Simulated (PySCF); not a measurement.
# C3H9BrGeSi: the cost of one run

Computed with PySCF 2.14.0, with density-fitted response routines of our own, on a single molecule in the gas phase. Atoms count from 0, in the outputs and in this text.

### Step 1. The molecule as given

15 atoms, charge 0, multiplicity 1; geometry from: GFN2-xTB.

Bonds of the start (Å): C0–C1 1.32, C1–C2 1.48, C2–Br3 1.98, C2–Si4 1.92, Si4–Ge5 2.33, C0–H6 1.08, C0–H7 1.08, C1–H8 1.08, C2–H9 1.09, Si4–H10 1.47, Si4–H11 1.46, Ge5–H12 1.50, Ge5–H13 1.50, Ge5–H14 1.50.

### Step 2. Excited states and response: B3LYP/def2-SVPD

The job: settings as JSON, then the geometry in Å.

```
{"job": {"kind": "uv", "xc": "B3LYP", "basis": "def2-SVPD", "nstates": 8, "ntriplets": 3}, "charge": 0, "multiplicity": 1}
C     -2.548249     0.654950     0.294680
C     -1.277631     0.429235     0.579589
C     -0.639503    -0.899211     0.514273
Br     0.308603    -1.277909     2.210566
Si     0.717411    -0.988301    -0.842366
Ge     2.266206     0.711428    -0.439829
H     -2.966424     1.646105     0.310036
H     -3.219432    -0.145976     0.030444
H     -0.618967     1.246003     0.855528
H     -1.377073    -1.693589     0.413572
H      0.017487    -0.838875    -2.123157
H      1.298590    -2.328014    -0.743628
H      1.724394     2.096428    -0.636955
H      2.873563     0.742320     0.926269
H      3.436613     0.653395    -1.370934
```

Method: TDDFT B3LYP/def2-SVPD, vertical, gas phase, core orbitals frozen in the response.

The run is started by

```bash
$ OMP_NUM_THREADS=1 python probes_run.py task.json out
```

One launch serves the whole session: the jobs run in the order shown.

Q: Estimate the wall time and peak memory of this job on 1 thread of Arm Neoverse V2, shared host.

About 61 s, with a peak of 0.92 GiB.
